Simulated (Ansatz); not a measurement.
# C2H9BSi2: the cost of one run

The runs use Ansatz 0.2.0, Gaussian basis; functionals in def2-TZVPP, the program's frozen cores in correlated methods.

The runs, in order: PBE-D4, r2SCAN-D4, PBE0-D4, B3LYP-D4, ωB97X-V, ωB97M-V, B2PLYP; CCSD(T)/def2-TZVPP; MP2/def2-QZVPP; extrapolation to the limit.

## Step 1: Structure used throughout

All runs share one geometry, relaxed beforehand with PBE0-D4 in a triple-zeta def2 set.

SMILES `C=CB[SiH2][SiH3]`, 14 atoms, charge 0, spin multiplicity 1.

Atoms are counted from 1 here; the program's logs count them from 0.

Bond lengths: C1–C2 1.340 Å, C1–H6 1.086 Å, C1–H7 1.087 Å, C2–B3 1.535 Å, C2–H8 1.089 Å, B3–Si4 2.002 Å, B3–H9 1.200 Å, Si4–Si5 2.350 Å, Si4–H10 1.490 Å, Si4–H11 1.493 Å, Si5–H12 1.488 Å, Si5–H13 1.489 Å, Si5–H14 1.489 Å. Angles: C2–C1–H6 120.6°, C2–C1–H7 122.8°, H6–C1–H7 116.6°, C1–C2–B3 120.6°, C1–C2–H8 117.5°, B3–C2–H8 121.9°, C2–B3–Si4 123.4°, C2–B3–H9 117.3°, Si4–B3–H9 119.1°, B3–Si4–Si5 105.5°, B3–Si4–H10 114.2°, B3–Si4–H11 114.0°, Si5–Si4–H10 107.4°, Si5–Si4–H11 106.9°, H10–Si4–H11 108.4°, Si4–Si5–H12 110.5°, Si4–Si5–H13 110.1°, Si4–Si5–H14 111.1° and more.

## Step 2: PBE-D4 (GGA)

Contents of in.yaml:

```yaml
crystal:
  periodic: [false, false, false]
  atoms:
    - {symbol: C, position_ang: [-1.399491, 2.264821, 1.311847]}
    - {symbol: C, position_ang: [-1.185158, 0.989287, 0.961007]}
    - {symbol: B, position_ang: [-0.663376, 0.642138, -0.440113]}
    - {symbol: Si, position_ang: [-0.224331, -1.222079, -1.022251]}
    - {symbol: Si, position_ang: [2.031854, -1.543553, -0.448128]}
    - {symbol: H, position_ang: [-1.200828, 3.071604, 0.612314]}
    - {symbol: H, position_ang: [-1.775758, 2.551933, 2.290716]}
    - {symbol: H, position_ang: [-1.402107, 0.220238, 1.700820]}
    - {symbol: H, position_ang: [-0.440696, 1.554745, -1.187192]}
    - {symbol: H, position_ang: [-0.348291, -1.449153, -2.489992]}
    - {symbol: H, position_ang: [-1.005949, -2.278010, -0.313861]}
    - {symbol: H, position_ang: [2.891537, -0.534467, -1.124678]}
    - {symbol: H, position_ang: [2.211385, -1.396243, 1.022340]}
    - {symbol: H, position_ang: [2.498408, -2.900461, -0.844233]}
basis:
  gaussian: {orbitals: def2-TZVPP}
hamiltonian: {xc: pbe, dispersion: d4}
output: {forces: true, orbitals: {seedname: orbitals}}
```

Command:

```
ansatz run in.yaml --threads 4 --pin off --events-out ev --progress --plain --max-ram 10444MiB
```

What time and memory should one allow on 4 threads of Arm Neoverse V1, shared host?

About 3.7 s, with a peak of 0.44 GiB.
